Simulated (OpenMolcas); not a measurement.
# Os³⁺ among point charges: CASSCF and CASPT2 levels and susceptibility

How does a field of 6 point charges split the states of Os³⁺, and what χT follows?

The numbers are computed with OpenMolcas 26.06 (state-averaged CASSCF and CASPT2, spin-orbit coupling by RASSI with atomic mean-field integrals), except any that are marked as measured or tabulated.

### 1 The system

```
Species                           : Os³⁺ (osmium, Z = 76, 73 electrons)
Basis                             : ANO-RCC-VTZP [8s7p5d3f2g1h], 104 functions
Scalar Hamiltonian                : DKH2, point nucleus
Inactive shells                   : 1s 2s 2p 3s 3p 3d 4s 4p 4d 4f 5s 5p
Active space                      : 5 electrons in 5 orbitals (5d)
Some configurations of this space : 5d5
Orbitals                          : optimised for each spin and parity, averaged over all roots
```

Outer shells as boxes (Hund's rule):

5d5
```
5d [↑ ][↑ ][↑ ][↑ ][↑ ]
```

The ion sits among 6 point charges of -1 e arranged as an octahedron (Oh), 2.24 Å from the ion.

Each step is its own input file, run in one work folder so that later steps find the files of earlier ones. Labels, J, g values, rates, χT and fits are worked out afterwards by a script from the matrices that RASSI stores. The input lists half of the charges; inversion (Group=XYZ) makes the rest.

### 2 Basis and integrals

a.inp

```
&GATEWAY
Coord
1

Os 0.0 0.0 0.0
Basis=ANO-RCC-VTZP
Group=XYZ
NoMove
AngMom=0.0 0.0 0.0
AMFI
XField
3 Angstrom 0
2.240000 0.000000 0.000000 -1.000000
0.000000 2.240000 0.000000 -1.000000
0.000000 0.000000 2.240000 -1.000000
&SEWARD
```

Started as:

```console
$ OMP_NUM_THREADS=1 MOLCAS_MEM=1689 MOLCAS_PROJECT=a pymolcas a.inp > a.log
```

### 3 CASSCF: sextets of even parity, 1 root

a.inp

```
&RASSCF
FileOrb=start.orb
Symmetry=1
Spin=6
nActEl=5 0 0
Inactive=15 19
Ras2=5 0
CIRoot=1 1 1
SDav=1
CIMx=300
Iter=120 100
PrWF=0.3
OrbListing=Nothing
MaxOrb=0
>>> COPY $Project.JobIph JOB001
```

start.orb holds the contracted functions of the basis, ordered by shell, or the orbitals of the step before.

### 4 Reference wave functions, quartets of even parity, 24 roots

a.inp

```
&RASSCF
FileOrb=start.orb
Symmetry=1
Spin=4
nActEl=5 0 0
Inactive=15 19
Ras2=5 0
CIRoot=24 24 1
SDav=24
CIMx=300
Iter=120 100
PrWF=0.3
OrbListing=Nothing
MaxOrb=0
>>> COPY $Project.JobIph JOB002
```

### 5 Reference wave functions, doublets of even parity, 75 roots

a.inp

```
&RASSCF
FileOrb=start.orb
Symmetry=1
Spin=2
nActEl=5 0 0
Inactive=15 19
Ras2=5 0
CIRoot=75 75 1
SDav=75
CIMx=300
Iter=120 100
PrWF=0.3
OrbListing=Nothing
MaxOrb=0
>>> COPY $Project.JobIph JOB003
```

### 6 State interaction with spin-orbit coupling

a.inp

```
&RASSI
NrOfJobIphs=3 1 24 75
1
1 2 3 4 5 6 7 8 9 10 11 12 13 14 15 16 17 18 19 20 21 22 23 24
1 2 3 4 5 6 7 8 9 10 11 12 13 14 15 16 17 18 19 20 21 22 23 24 25 26 27
28 29 30 31 32 33 34 35 36 37 38 39 40 41 42 43 44 45 46 47 48 49 50 51
52 53 54 55 56 57 58 59 60 61 62 63 64 65 66 67 68 69 70 71 72 73 74 75
IphNames
JOB001
JOB002
JOB003
EJob
SpinOrbit
DIPRint=1.0
SOCoupling=1000.0
Subsets=2
Property=9
'ANGMOM' 1 'ANGMOM' 2 'ANGMOM' 3 'MLTPL  1' 1 'MLTPL  1' 2 'MLTPL  1' 3
'AMFI' 1 'AMFI' 2 'AMFI' 3
SOProperty=3
'ANGMOM' 1 'ANGMOM' 2 'ANGMOM' 3
```

### 7 CASPT2: IPEA 0.25, imaginary shift 0.1 (closed shells correlated: 5s 5p)

a.inp

```
>>> COPY JOB001 $Project.JobIph
&CASPT2
Multistate=1 1
Frozen=14 16
IPEA=0.25
Imaginary=0.1
MaxIter=60
WThr=0.0 0.3 0.05
PrWF=0.5
NoMix
>>> COPY JOB002 $Project.JobIph
&CASPT2
Multistate=24 1 2 3 4 5 6 7 8 9 10 11 12 13 14 15 16 17 18 19 20 21 22
23 24
NoMult
Frozen=14 16
IPEA=0.25
Imaginary=0.1
MaxIter=60
WThr=0.0 0.3 0.05
PrWF=0.5
NoMix
>>> COPY JOB003 $Project.JobIph
&CASPT2
Multistate=75 1 2 3 4 5 6 7 8 9 10 11 12 13 14 15 16 17 18 19 20 21 22
23 24 25 26 27 28 29 30 31 32 33 34 35 36 37 38 39 40 41 42 43 44 45 46
47 48 49 50 51 52 53 54 55 56 57 58 59 60 61 62 63 64 65 66 67 68 69 70
71 72 73 74 75
NoMult
Frozen=14 16
IPEA=0.25
Imaginary=0.1
MaxIter=60
WThr=0.0 0.3 0.05
PrWF=0.5
NoMix
```

(Steps that only read results are left out.)

Q: Predict the outcome of this session. Wanted: spin-free ground state; lowest level; next level.

As calculated:

| quantity | value |
| --- | --- |
| method | SS-CASPT2, IPEA 0.25, imaginary shift 0.1 (closed shells correlated: 5s 5p) |
| spin-free ground state | 6A1, 1-fold in its orbital part |
| lowest level | 2-fold Γ7, g = 3.25, 3.25, 3.25 |
| next level | 38.2 cm⁻¹ |
| χT at 300 K | 4.16 cm³ K/mol |
| effective moment at 300 K | 5.77 μB |

Cost by method:

```csv
method,time of its own steps,time with the reference
A. CASSCF,34 s,34 s
"B. SS-CASPT2, IPEA 0.25, imaginary shift 0.1, +5s 5p",34 s,69 s
```

Times are of one thread on a shared host.

What this shows: The spin-free ground state (6A1) comes to 100 % from free-ion S terms and keeps the highest spin of the shell. χT at 300 K is 4.16, against 4.39 cm³ K/mol for the spin alone, as a half-filled shell (L = 0) has no orbital moment. An active space of the d shell alone favours high spin; real ions in strong fields can be low spin. A ligand-field fit to the states below 45000 cm-1 gives 10Dq = 3686 cm-1, B = 660 cm-1 and C = 3176 cm-1 (C/B = 4.81), with a deviation of 419 cm-1. CASPT2 does not keep the components of a term degenerate, and the means are used. The field of point charges can differ much from that of real complexes. With metal d orbitals alone active, the gaps between spin states are rough; where two lie within a few thousand cm-1, their order is open. This is an electrostatic model: the charges have no orbitals.
